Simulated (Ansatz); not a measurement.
MnHg under changes of volume

One of the cells (17.908 Å³/atom); the others are scaled copies at fixed shape and fractional positions:

```
Hg Mn
1.0
     3.28800    0.00000    0.00000
     0.00000    3.28800    0.00000
     0.00000    0.00000    3.31300
Hg Mn
1 1
Direct
  0.00000 0.00000 0.00000
  0.50000 0.50000 0.50000
```

* Program: Ansatz 0.2.0
* Functional: PBE
* Potentials or basis: Ansatz PAW
* Cutoff: 420 eV (not typed: the program's choice for these potentials)
* k mesh: 8 × 8 × 8
* Occupations: fermi-dirac, width 0.05 eV
* Spin: collinear spin, ferromagnetic start
* Starting moments: [0.0, 4.0] μB

```csv
volume (Å³/atom),energy over the lowest point (meV/atom),pressure (GPa),moment (μB per cell)
16.834,34.63,7.5,3.68
17.192,19.91,5.5,3.75
17.550,?,?,?
17.908,2.80,2.0,3.88
18.266,0.00,0.3,3.91
18.625,1.10,-1.2,3.94
18.983,5.22,-2.3,3.98
```

Task: What does the run at 17.550 Å³/atom give?

Result: Energy over the lowest point 9.54 meV/atom; pressure 3.7 GPa; moment 3.82 μB per cell.

Worked out: A Birch-Murnaghan fit of order 3 (a polynomial in V^(-2/3)) to the other rows has its minimum at 18.35 Å³/atom with B0 = V·E''(V) = 81 GPa (rough, since the energies scatter) at fixed shape and positions, which overstates the stiffness. It gives 9.33 meV/atom at 17.550 Å³/atom, against the run's 9.54, and -dE/dV = 3.8 GPa, against 3.7. A parabola through the other rows of the moment, of slope 0.164 μB per Å³/atom there, gives 3.82 μB, against the run's 3.82.

Energies are extrapolated to zero smearing.
